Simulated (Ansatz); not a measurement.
**AlBGeH₆: basis-set convergence**

An exercise on one series of results from a longer session: the logs are not shown, and one member is left open.

Method: one geometry, several basis sets; program: Ansatz 0.2.0, Gaussian basis.

Levels to be run: PBE0-D4/def2-SVP; ωB97M-V/def2-SVP; PBE0-D4/def2-QZVPP; ωB97M-V/def2-QZVPP; the functionals' def2-TZVPP values are taken from earlier runs.

### Structure used throughout

The geometry comes from an earlier relaxation with PBE0-D4 in a triple-zeta def2 set; it is a stationary point, not always the lowest conformer.

SMILES `[AlH2][BH][GeH3]`, 9 atoms, charge 0, spin multiplicity 1.

Atoms are counted from 1 here; the program's logs count them from 0.

Bond lengths: Al1–B2 2.104 Å, Al1–H4 1.592 Å, Al1–H5 1.593 Å, B2–Ge3 2.064 Å, B2–H6 1.200 Å, Ge3–H7 1.545 Å, Ge3–H8 1.541 Å, Ge3–H9 1.541 Å. Angles: B2–Al1–H4 120.8°, B2–Al1–H5 120.3°, H4–Al1–H5 118.9°, Al1–B2–Ge3 123.9°, Al1–B2–H6 123.2°, Ge3–B2–H6 112.9°, B2–Ge3–H7 107.4°, B2–Ge3–H8 114.9°, B2–Ge3–H9 112.1°, H7–Ge3–H8 107.0°, H7–Ge3–H9 107.3°, H8–Ge3–H9 107.6°.

Set-up of the first run:

Contents of in.yaml:

```yaml
crystal:
  periodic: [false, false, false]
  atoms:
    - {symbol: Al, position_ang: [-0.978835, 1.068052, -1.488032]}
    - {symbol: B, position_ang: [0.506348, 0.656819, -0.055801]}
    - {symbol: Ge, position_ang: [0.525733, -1.032842, 1.128809]}
    - {symbol: H, position_ang: [-0.859949, 0.500576, -2.971230]}
    - {symbol: H, position_ang: [-2.275970, 1.899782, -1.084817]}
    - {symbol: H, position_ang: [1.448818, 1.374122, 0.138180]}
    - {symbol: H, position_ang: [1.678098, -1.933596, 0.632070]}
    - {symbol: H, position_ang: [-0.762683, -1.877485, 1.076069]}
    - {symbol: H, position_ang: [0.807041, -0.701630, 2.607752]}
basis:
  gaussian: {orbitals: def2-SVP}
hamiltonian: {xc: pbe0, dispersion: d4}
output: {orbitals: {seedname: orbitals}}
```

Command:

```console
> ansatz run in.yaml --threads 2 --pin off --events-out ev --progress --plain --max-ram 4352MiB
```

Steps of the session up to this table: PBE0-D4 in def2-SVP; ωB97M-V in def2-SVP; PBE0-D4 in def2-QZVPP; ωB97M-V in def2-QZVPP.

One of the session's tables, all rows but one given; the rest of the session is left out.

It belongs to the step «Density functionals: the series». 

```
functional       basis  HOMO (eV)  LUMO (eV)
   PBE0-D4    def2-SVP      -7.33      -2.73
   PBE0-D4  def2-TZVPP      -7.31      -2.75
   PBE0-D4  def2-QZVPP      -7.31      -2.75
   ωB97M-V    def2-SVP          ?          ?
   ωB97M-V  def2-TZVPP      -9.38      -0.79
   ωB97M-V  def2-QZVPP      -9.38      -0.81
```

**Question.** Estimate the row for ωB97M-V, def2-SVP.

As computed: HOMO (eV): -9.36; LUMO (eV): -0.68. In the column «HOMO (eV)» it lies between ωB97M-V, def2-QZVPP (-9.38) and PBE0-D4, def2-SVP (-7.33).
